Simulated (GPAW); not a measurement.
A calculation with GPAW 26.7.0 of GaB (ASE script, structure typed inline):

run.py

```python
from ase import Atoms
from ase.dft.bandgap import bandgap
from ase.io import write
from ase.units import GPa
from gpaw import GPAW, PW

atoms = Atoms(['Ga', 'B'],
              cell=[[2.71824, 0.0, 0.0],
                    [0.0, 2.71824, 0.0],
                    [0.0, 0.0, 3.23621]],
              scaled_positions=[[0.5, 0.5, 0.5],
                                [0.0, 0.0, 0.0]],
              pbc=True)

calc = GPAW(mode=PW(800),
            xc='PBE',
            kpts={'size': (10, 10, 8), 'gamma': True},
            occupations={'name': 'fermi-dirac', 'width': 0.05},
            nbands=10,
            convergence={'density': 1e-05, 'energy': 1e-05},
            maxiter=150,
            txt='gpaw.txt')
atoms.calc = calc
energy = atoms.get_potential_energy()
forces = atoms.get_forces()
stress = atoms.get_stress()
calc.write('gs.gpw')
write('result.traj', atoms)
print(f'Energy: {energy:.6f} eV')
print('Forces (eV/A):')
print(forces.round(4))
print('Stress (GPa):', (stress / GPa).round(3))
print('Fermi level:', round(calc.get_fermi_level(), 4), 'eV')
print(f'Gap: {bandgap(calc)[0]:.4f} eV, direct: {bandgap(calc, direct=True)[0]:.4f} eV')
```

Potentials or basis: GPAW PAW data sets (gpaw-data 1.2.1), pw.

Command:

```sh
$ OMP_NUM_THREADS=1 python run.py
```

The cell was built by a generator and needn't be a form met in nature.

Write the same calculation in another form: native input, structure from a P1 CIF.

As run:

File run.py:

```python
from ase.io import read
from gpaw import PW
from gpaw.dft import DFT

atoms = read('GaB.cif')

dft = DFT(atoms,
          mode=PW(800),
          xc='PBE',
          kpts={'size': (10, 10, 8), 'gamma': True},
          occupations={'name': 'fermi-dirac', 'width': 0.05},
          nbands=10,
          convergence={'density': 1e-05, 'energy': 1e-05},
          maxiter=150,
          txt='gpaw.txt')
print(f'Energy: {dft.calculate_energy():.6f} eV')
print('Forces (eV/A):')
print(dft.calculate_forces().round(4))
print('Stress (eV/A^3):', dft.calculate_stress().round(6))
dft.write_gpw_file('gs.gpw')
```

GaB.cif

```cif
data_GaB
_cell_length_a 2.71824000
_cell_length_b 2.71824000
_cell_length_c 3.23621000
_cell_angle_alpha 90.00000000
_cell_angle_beta 90.00000000
_cell_angle_gamma 90.00000000
_space_group_name_H-M_alt 'P1'
_space_group_name_Hall 'P 1'
_space_group_IT_number 1
loop_
_space_group_symop_operation_xyz
'x,y,z'
loop_
_atom_site_label
_atom_site_type_symbol
_atom_site_symmetry_multiplicity
_atom_site_Wyckoff_symbol
_atom_site_fract_x
_atom_site_fract_y
_atom_site_fract_z
_atom_site_occupancy
Ga1 Ga 1 a 0.5000000000 0.5000000000 0.5000000000 1
B1 B 1 a 0.0000000000 0.0000000000 0.0000000000 1
```

Potentials or basis: GPAW PAW data sets (gpaw-data 1.2.1), pw.

Command:

```sh
$ OMP_NUM_THREADS=1 python run.py
```

Both were run:

|  | ASE script, structure typed inline | native input, structure from a P1 CIF |
| --- | --- | --- |
| Pressure | 1.0 GPa | 1.0 GPa |
| Band gap on the k mesh | none (metal or under the smearing width) | none (metal or under the smearing width) |

Keys that steer only the numerical path or the files written may differ.
